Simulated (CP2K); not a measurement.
**GaSiH4OF (SMILES [F][GaH][O][SiH3]) at PBE0/TZV2P-MOLOPT-PBE0-GTH (core potential)**

Aim: the energy change on altering one bond length of GaSiH4OF at PBE0/TZV2P-MOLOPT-PBE0-GTH (core potential), from 2 runs. 

Program for the calculation: CP2K 2026.2.

1 further run of the same task is left out (it didn't finish).

### Step 1. The structure to begin with

GaSiH4OF has 8 atoms, charge 0, and is taken as a singlet. SMILES: `[F][GaH][O][SiH3]`. Geometry: relaxed at PBE0-D4/def2-TZVP. This is one conformer, not always the lowest.

Bond lengths: F1–Ga2 1.751 Å, Ga2–O3 1.763 Å, O3–Si4 1.639 Å, Ga2–H5 1.537 Å, Si4–H6 1.485 Å, Si4–H7 1.487 Å, Si4–H8 1.487 Å. Angles: F1–Ga2–O3 113.0°, Ga2–O3–Si4 138.2°, F1–Ga2–H5 121.9°, O3–Ga2–H5 125.1°, O3–Si4–H6 108.0°, O3–Si4–H7 111.0°, O3–Si4–H8 111.0°, H6–Si4–H7 109.1°, H6–Si4–H8 109.1°, H7–Si4–H8 108.7°.

### Step 2. The energy at PBE0/TZV2P-MOLOPT-PBE0-GTH (core potential)

mol.inp

```
&GLOBAL
    PROJECT mol
    RUN_TYPE ENERGY
    PRINT_LEVEL MEDIUM
&END GLOBAL

&FORCE_EVAL
    METHOD QUICKSTEP
    &DFT
        BASIS_SET_FILE_NAME BASIS_MOLOPT_UZH
        BASIS_SET_FILE_NAME BASIS_ADMM_UZH
        POTENTIAL_FILE_NAME POTENTIAL_UZH
        &QS
            METHOD GPW
            EPS_DEFAULT 1.0E-10
        &END QS
        &MGRID
            CUTOFF 400
            REL_CUTOFF 50
            NGRIDS 4
        &END MGRID
        &POISSON
            PERIODIC NONE
            POISSON_SOLVER MULTIPOLE
        &END POISSON
        &SCF
            SCF_GUESS ATOMIC
            EPS_SCF 1.0E-06
            MAX_SCF 100
            ADDED_MOS 3
            &DIAGONALIZATION
                ALGORITHM STANDARD
            &END DIAGONALIZATION
            &MIXING
                METHOD DIRECT_P_MIXING
                ALPHA 0.4
            &END MIXING
        &END SCF
        &XC
            &XC_FUNCTIONAL
                &PBE
                    SCALE_X 0.75
                    SCALE_C 1.0
                &END PBE
            &END XC_FUNCTIONAL
            &HF
                FRACTION 0.25
                &SCREENING
                    EPS_SCHWARZ 1.0E-09
                &END SCREENING
                &MEMORY
                    MAX_MEMORY 1050
                &END MEMORY
            &END HF
        &END XC
        &AUXILIARY_DENSITY_MATRIX_METHOD
            ADMM_TYPE ADMMS
            EXCH_CORRECTION_FUNC PBEX
        &END AUXILIARY_DENSITY_MATRIX_METHOD
        &PRINT
            &MOMENTS
                PERIODIC F
                REFERENCE COM
                MAX_MOMENT 1
            &END MOMENTS
            &MO ON
                ENERGIES T
                OCCUPATION_NUMBERS T
                NDIGITS 6
                &EACH
                    QS_SCF 0
                &END EACH
                ADD_LAST NUMERIC
            &END MO
            &HIRSHFELD OFF
            &END HIRSHFELD
        &END PRINT
    &END DFT
    &SUBSYS
        &CELL
            ABC 11.6 10.9 10.4
            PERIODIC NONE
        &END CELL
        &COORD
            F      0.857100     1.472000     1.846200
            Ga     1.323900     1.220200     0.177500
            O      0.322200     0.024800    -0.644000
            Si    -0.952800    -0.945800    -0.299100
            H      2.493100     1.984200    -0.463100
            H     -1.287500    -1.717200    -1.523200
            H     -0.618600    -1.894300     0.796900
            H     -2.137300    -0.143800     0.108800
        &END COORD
        &TOPOLOGY
            &CENTER_COORDINATES
            &END CENTER_COORDINATES
        &END TOPOLOGY
        &KIND F
            BASIS_SET ORB TZV2P-MOLOPT-PBE0-GTH-q7
            BASIS_SET AUX_FIT admm-tzp-q7
            POTENTIAL GTH-PBE0-q7
        &END KIND
        &KIND Ga
            BASIS_SET ORB TZV2P-MOLOPT-PBE0-GTH-q13
            BASIS_SET AUX_FIT admm-tzp-q13
            POTENTIAL GTH-PBE0-q13
        &END KIND
        &KIND O
            BASIS_SET ORB TZV2P-MOLOPT-PBE0-GTH-q6
            BASIS_SET AUX_FIT admm-tzp-q6
            POTENTIAL GTH-PBE0-q6
        &END KIND
        &KIND Si
            BASIS_SET ORB TZV2P-MOLOPT-PBE0-GTH-q4
            BASIS_SET AUX_FIT admm-tzp-q4
            POTENTIAL GTH-PBE0-q4
        &END KIND
        &KIND H
            BASIS_SET ORB TZV2P-MOLOPT-PBE0-GTH-q1
            BASIS_SET AUX_FIT admm-tzp-q1
            POTENTIAL GTH-PBE0-q1
        &END KIND
    &END SUBSYS
&END FORCE_EVAL
```

Run with:

```console
$ OMP_NUM_THREADS=1 cp2k.psmp mol.inp > mol.out
```

The log of the run:

```text
CP2K| version string:                                       CP2K version 2026.2
[...]
 GLOBAL| Method name                                                        CP2K
[...]
 GLOBAL| Run type                                                         ENERGY
[...]
 DFT| Spin restricted Kohn-Sham (RKS) calculation                            RKS
 DFT| Multiplicity                                                             1
[...]
 DFT| Charge                                                                   0
[...]
 FUNCTIONAL| PBE:
 QS| Method:                                                                 GPW
[...]
 QS| Density cutoff [a.u.]:                                                200.0
[...]
 QS| Relative density cutoff [a.u.]:                                        25.0
[...]
                             - Atoms:                                          8
[...]
                             - Spherical basis functions:                    184
[...]
 Number of electrons:                                                         34
[...]
     1 P_Mix/Diag. 0.40E+00   21.7     2.11774200      -118.2325080680 -1.18E+02
[...]
    16 DIIS/Diag.  0.19E-05    9.8     0.00000058      -121.8922551321 -1.95E-12
  *** SCF run converged in    16 steps ***
[...]
  Overlap energy of the core charge distribution:               0.00000026176023
  Self energy of the core charge distribution:               -220.07511879581119
  Core Hamiltonian energy:                                     62.73170423418775
  Hartree energy:                                              56.04289482809324
  Exchange-correlation energy:                                -16.13789128577261
  Hartree-Fock Exchange energy:                                -4.45384437459217
  Total energy:                                              -121.89225513213479
[...]
                     Mulliken Population Analysis
 #  Atom  Element  Kind  Atomic population                           Net charge
       1     F        1          7.502646                             -0.502646
       2     Ga       2         12.069919                              0.930081
       3     O        3          6.693400                             -0.693400
       4     Si       4          3.503418                              0.496582
       5     H        5          1.004970                             -0.004970
       6     H        5          1.069297                             -0.069297
       7     H        5          1.077616                             -0.077616
       8     H        5          1.078735                             -0.078735
 # Total charge                             34.000000                 -0.000000
[...]
  Dipole moment [Debye]
    X=  0.1242608E+01 Y=  0.5429472E+00 Z= -0.1383330E+01  Total=      1.9371288
 ENERGY| Total FORCE_EVAL ( QS ) energy [hartree]           -121.892255132134792
[...]
```

It took 3.1 min on 1 thread of AMD EPYC (Zen 3), shared host; peak memory 1.2 GiB.

### Step 3. The distorted shape

job.inp

```
&FORCE_EVAL
  METHOD QS
  &DFT
    BASIS_SET_FILE_NAME BASIS_MOLOPT_UZH
    BASIS_SET_FILE_NAME BASIS_ADMM_UZH
    POTENTIAL_FILE_NAME POTENTIAL_UZH
    &QS
      METHOD GPW
      EPS_DEFAULT 1.0E-10
    &END QS
    &MGRID
      CUTOFF 400
      REL_CUTOFF 50
      NGRIDS 4
    &END MGRID
    # no periodic images
    &POISSON
      PERIODIC NONE
      POISSON_SOLVER MULTIPOLE
    &END POISSON
    # self-consistent field
    &SCF
      SCF_GUESS ATOMIC
      EPS_SCF 1.0E-06
      MAX_SCF 100
      ADDED_MOS 10
      &DIAGONALIZATION
        ALGORITHM STANDARD
      &END DIAGONALIZATION
      &MIXING
        METHOD DIRECT_P_MIXING
        ALPHA 0.4
      &END MIXING
    &END SCF
    &XC
      &XC_FUNCTIONAL
        &PBE
          SCALE_X 0.75
          SCALE_C 1.0
        &END PBE
      &END XC_FUNCTIONAL
      &HF
        FRACTION 0.25
        &SCREENING
          EPS_SCHWARZ 1.0E-09
        &END SCREENING
        &MEMORY
          MAX_MEMORY 1050
        &END MEMORY
      &END HF
    &END XC
    &AUXILIARY_DENSITY_MATRIX_METHOD
      ADMM_TYPE ADMMS
      EXCH_CORRECTION_FUNC PBEX
    &END AUXILIARY_DENSITY_MATRIX_METHOD
    &PRINT
      &MOMENTS
        PERIODIC F
        REFERENCE COM
        MAX_MOMENT 1
      &END MOMENTS
      &MO ON
        ENERGIES T
        OCCUPATION_NUMBERS T
        NDIGITS 6
        &EACH
          QS_SCF 0
        &END EACH
        ADD_LAST NUMERIC
      &END MO
      &HIRSHFELD OFF
      &END HIRSHFELD
    &END PRINT
  &END DFT
  # atoms, cell and kinds
  &SUBSYS
    # box in angstrom
    &CELL
      ABC 11.8 11 10.3
      PERIODIC NONE
    &END CELL
    &COORD
      UNIT bohr
      F      1.9811473     3.0568418     3.3910323
      Ga     2.8632715     2.5810087     0.2376463
      O      0.9703328     0.3220301    -1.3147637
      Si    -1.8005311    -1.7873030    -0.5652171
      H      5.0727392     4.0247595    -0.9729123
      H     -2.4330224    -3.2450377    -2.8784308
      H     -1.1689846    -3.5797082     1.5059227
      H     -4.0389116    -0.2717426     0.2056022
    &END COORD
    &TOPOLOGY
      &CENTER_COORDINATES
      &END CENTER_COORDINATES
    &END TOPOLOGY
    &KIND F
      BASIS_SET ORB TZV2P-MOLOPT-PBE0-GTH-q7
      BASIS_SET AUX_FIT admm-tzp-q7
      POTENTIAL GTH-PBE0-q7
    &END KIND
    &KIND Ga
      BASIS_SET ORB TZV2P-MOLOPT-PBE0-GTH-q13
      BASIS_SET AUX_FIT admm-tzp-q13
      POTENTIAL GTH-PBE0-q13
    &END KIND
    &KIND O
      BASIS_SET ORB TZV2P-MOLOPT-PBE0-GTH-q6
      BASIS_SET AUX_FIT admm-tzp-q6
      POTENTIAL GTH-PBE0-q6
    &END KIND
    &KIND Si
      BASIS_SET ORB TZV2P-MOLOPT-PBE0-GTH-q4
      BASIS_SET AUX_FIT admm-tzp-q4
      POTENTIAL GTH-PBE0-q4
    &END KIND
    &KIND H
      BASIS_SET ORB TZV2P-MOLOPT-PBE0-GTH-q1
      BASIS_SET AUX_FIT admm-tzp-q1
      POTENTIAL GTH-PBE0-q1
    &END KIND
  &END SUBSYS
&END FORCE_EVAL

&GLOBAL
  PROJECT_NAME job
  RUN_TYPE ENERGY
  PRINT_LEVEL MEDIUM
&END GLOBAL
```

Run with:

```console
$ OMP_NUM_THREADS=1 cp2k.psmp -i job.inp > job.out 2>&1
```

The log of the run, cut to the lines that bear on the results:

```text
CP2K| version string:                                       CP2K version 2026.2
[...]
 GLOBAL| Method name                                                        CP2K
[...]
 GLOBAL| Run type                                                         ENERGY
[...]
 DFT| Spin restricted Kohn-Sham (RKS) calculation                            RKS
 DFT| Multiplicity                                                             1
[...]
 DFT| Charge                                                                   0
[...]
 FUNCTIONAL| PBE:
 QS| Method:                                                                 GPW
[...]
 QS| Density cutoff [a.u.]:                                                200.0
[...]
 QS| Relative density cutoff [a.u.]:                                        25.0
[...]
                             - Atoms:                                          8
[...]
                             - Spherical basis functions:                    184
[...]
 Number of electrons:                                                         34
[...]
     1 P_Mix/Diag. 0.40E+00   21.4     2.44711288      -118.4894369456 -1.18E+02
[...]
    17 DIIS/Diag.  0.60E-06   11.1     0.00000047      -121.8685169254 -1.54E-11
  *** SCF run converged in    17 steps ***
[...]
  Overlap energy of the core charge distribution:               0.00000025230384
  Self energy of the core charge distribution:               -220.07511879581119
  Core Hamiltonian energy:                                     62.44466349961474
  Hartree energy:                                              56.26729653989473
  Exchange-correlation energy:                                -16.07555743971275
  Hartree-Fock Exchange energy:                                -4.42980098169637
  Total energy:                                              -121.86851692540702
[...]
                     Mulliken Population Analysis
 #  Atom  Element  Kind  Atomic population                           Net charge
       1     F        1          7.511707                             -0.511707
       2     Ga       2         12.083246                              0.916754
       3     O        3          6.789859                             -0.789859
[...]
  Dipole moment [Debye]
    X=  0.1538940E+00 Y= -0.3719502E+00 Z= -0.1301599E+01  Total=      1.3624209
 ENERGY| Total FORCE_EVAL ( QS ) energy [hartree]           -121.868516925407022
[...]
```

Wall time 3.3 min (1 thread of AMD EPYC (Zen 3), shared host); peak memory 1.2 GiB.

### Step 4. Summary of results

Level: PBE0/TZV2P-MOLOPT-PBE0-GTH (core potential).

| quantity | value |
| --- | --- |
| first shape: total energy | -121.89226 Eh |
| first shape: dipole moment | 1.94 D |
| first shape: HOMO energy | -8.79 eV |
| first shape: LUMO energy | -1.18 eV |
| first shape: HOMO–LUMO gap | 7.60 eV |
| distorted shape: total energy | -121.86852 Eh |
| distorted shape: dipole moment | 1.36 D |
| distorted shape: HOMO energy | -8.74 eV |
| distorted shape: LUMO energy | -1.00 eV |
| distorted shape: HOMO–LUMO gap | 7.74 eV |
| energy change with the O3–Si4 bond stretched from 1.639 to 1.885 Å | 0.646 eV |

What this shows: With the O3–Si4 bond stretched from 1.639 to 1.885 Å the energy rises by 0.65 eV (62.3 kJ/mol).
